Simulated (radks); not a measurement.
**A spherical quantum dot from 30 to 38 electrons**

Which level does each new electron take in a parabolic well with ω = 3.68 hartree*, with a point charge of +2 at the centre, and at which counts is the dot hardest to charge further? Each count tries a few candidate levels and keeps the lowest.

The numbers are computed with radks (version 2): non-relativistic spin-polarised Kohn-Sham, PBEsol, spherically averaged shells.

### Step 1. What is given

- well: a parabolic well with ω = 3.68 hartree*, with a point charge of +2 at the centre
- functional: PBEsol
- levels: named by radial order: 1s, 1p, 1d, 2s, 1f and so on
- units: effective atomic units, hartree* and bohr*
- configuration carried in: 1s2 1p6 1d10 2s2 1f(up 7, down 0) 2p(up 2, down 0) (N = 29, energy 643.873553)

Further steps of the session: N = 30; N = 31; 32 electrons; 33 electrons; 34 electrons; Electron number 35; N = 36; N = 37; Electron number 38.

Before running it: what results should come out? Wanted: closed shells at N; largest addition energy; most unpaired electrons; configuration at N = 38.

The runs gave:

| quantity | value |
| --- | --- |
| closed shells at N | none in this range |
| largest addition energy | 0.769 hartree* at N = 30 (of N = 30 to 37) |
| most unpaired electrons | 10 at N = 30 |
| configuration at N = 38 | 1s2 1p6 1d10 2s2 1f14 2p(up 3, down 1) |

What this shows: No closed-shell configuration falls in this range; the second difference peaks at N = 30, where a shell is half full. Among the lowest states kept at each count, up to 10 electrons are unpaired (N = 30), since exchange favours parallel spins. The model keeps every shell spherical, so real clusters and dots, which can deform, may order levels otherwise.
